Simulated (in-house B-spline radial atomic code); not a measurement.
# Tb¹⁴⁺: excited configurations

How much energy does it take to promote electrons of Tb¹⁴⁺ to other shells? Each configuration is solved by itself and compared with the reference.

Program: in-house B-spline radial atomic code version 1. Level of theory: Dirac-Hartree-Fock, average of configuration, Fermi nucleus, basis-set limit. These are calculated values, not measurements, unless marked.

**1. The atom as given**

| Quantity | Value |
| --- | --- |
| element | terbium (Z = 65) |
| charge | +14 |
| electrons | 51 |
| configuration | [Kr] 4d10 4f5 |
| Hamiltonian | Dirac-Coulomb |
| nucleus | Fermi, rms radius 5.060 fm |

Outer shells as boxes (Hund's rule):

[Kr] 4d10 4f5
```
[Kr] core
4d [↑↓][↑↓][↑↓][↑↓][↑↓]
4f [↑ ][↑ ][↑ ][↑ ][↑ ][  ][  ]
```

The boxes draw the filling by Hund's rule, which heavy ions in jj coupling don't follow; these runs average over all states of the configuration.

Input settings:

```ini
Z = 65
electrons = 51.0
configuration = [Kr] 4d10 4f5
hamiltonian = dirac
method = hf
spin_polarised = False
nucleus = fermi
rms_radius = 5.06
mass_number = 159
atomic_mass = 158.925353707
speed_of_light = 137.035999084
```

From the earlier run of the reference: total energy -11652.285210 hartree. Levels, eight at most:

```
orbital  occupation  energy (eV)  <r> (bohr)
  3d5/2           6     -1560.45      0.2177
  4s1/2           2      -698.02      0.5358
  4p1/2           2      -617.78      0.5452
  4p3/2           4      -581.12      0.5707
  4d3/2           4      -446.64      0.5934
  4d5/2           6      -439.73      0.6024
  4f5/2     2.14286      -284.80      0.6498
  4f7/2     2.85714      -283.73      0.6540
```

**2. Configuration [Kr] 4d9 4f5 6p1**

Input settings:

```ini
Z = 65
electrons = 51.0
configuration = [Kr] 4d9 4f5 6p1
hamiltonian = dirac
method = hf
spin_polarised = False
nucleus = fermi
rms_radius = 5.06
mass_number = 159
atomic_mass = 158.925353707
speed_of_light = 137.035999084
```

**3. Configuration [Kr] 4d9 4f5 5d1**

Changes to the settings of step 2:

```diff
@@ -2,3 +2,3 @@
 electrons = 51.0
-configuration = [Kr] 4d9 4f5 6p1
+configuration = [Kr] 4d9 4f5 5d1
 hamiltonian = dirac
```

**4. Configuration [Kr] 4d10 4f4 6p1**

Changes to the settings of step 3:

```diff
@@ -2,3 +2,3 @@
 electrons = 51.0
-configuration = [Kr] 4d9 4f5 5d1
+configuration = [Kr] 4d10 4f4 6p1
 hamiltonian = dirac
```

**5. [Kr] 4d9 4f5 8g1**

Changes to the settings of step 4:

```diff
@@ -2,3 +2,3 @@
 electrons = 51.0
-configuration = [Kr] 4d10 4f4 6p1
+configuration = [Kr] 4d9 4f5 8g1
 hamiltonian = dirac
```

**6. Run with [Kr] 4d9 4f5 8s1**

Changes to the settings of step 5:

```diff
@@ -2,3 +2,3 @@
 electrons = 51.0
-configuration = [Kr] 4d9 4f5 8g1
+configuration = [Kr] 4d9 4f5 8s1
 hamiltonian = dirac
```

Before running: How far above the reference does each configuration lie (order and size, in eV)?

As calculated:

| net move | configuration | energy above the reference (eV) | with Breit, QED, recoil (eV) | largest <r> (bohr) |
| --- | --- | --- | --- | --- |
| 4f → 6p | [Kr] 4d10 4f4 6p1 | 131.57 | 131.75 | 2.02 |
| 4d → 5d | [Kr] 4d9 4f5 5d1 | 232.63 | 232.50 | 1.33 |
| 4d → 6p | [Kr] 4d9 4f5 6p1 | 289.29 | 289.20 | 2.02 |
| 4d → 8s | [Kr] 4d9 4f5 8s1 | 363.12 | 362.98 | 4.02 |
| 4d → 8g | [Kr] 4d9 4f5 8g1 | 390.70 | 390.51 | 5.55 |

Quantum defects of the promoted electron, δ = n − ζ/√(−2ε) with ζ = 15 and ε its orbital energy in hartree:

| promotion | δ |
| --- | --- |
| 4f → 6p | 1.488 |
| 4d → 5d | 1.156 |
| 4d → 6p | 1.489 |
| 4d → 8s | 1.677 |
| 4d → 8g | 0.095 |

What this shows: At the bottom stands 4f → 6p (131.57 eV), at the top 4d → 8g (390.70 eV). 2 of them lie more than 2 % above the ionisation threshold that Koopmans' theorem gives (283.73 eV), where such states can decay by emitting an electron. Of those tabulated, the defect is largest for 8s (1.68) and least for 8g (0.10); at this charge much of the defect is relativistic. Two partly filled shells share a symmetry and can mix in the average, which may lower the energy, for: 4d → 5d. These are averages over configurations, without correlation, not spectroscopic levels.
